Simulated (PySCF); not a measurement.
# BBr4: the cost of one run

Computed with PySCF 2.14.0 and routines of our own; the level stands in each step. Atoms count from 0.

## 1. The system as given

5 atoms, charge -1, multiplicity 1; geometry from: GFN2-xTB.

## 2. Relaxing the molecule at PBE0-D3(BJ)/def2-SVP

What the job is given:

```
{"job": {"xc": "PBE0", "basis": "def2-SVP", "d3": "d3bj", "grid": 1, "maxiter": 30, "shake": 0.01, "kind": "geom"}, "charge": -1, "multiplicity": 1}
Br    -1.342040    -0.878640     1.230910
B     -0.004260    -0.004110    -0.005880
Br     1.461660     0.828860     1.093390
Br    -0.862770     1.437310    -1.118340
Br     0.780980    -1.417400    -1.237970
```

Started as:

```
> OMP_NUM_THREADS=1 python heavy_run.py task.json out
```

This one command runs all jobs of the session in turn.

Q: Estimate the wall time and peak memory of this first job on 1 thread of AMD EPYC 9R45, shared host.

About 38 s, with a peak of 0.72 GiB.
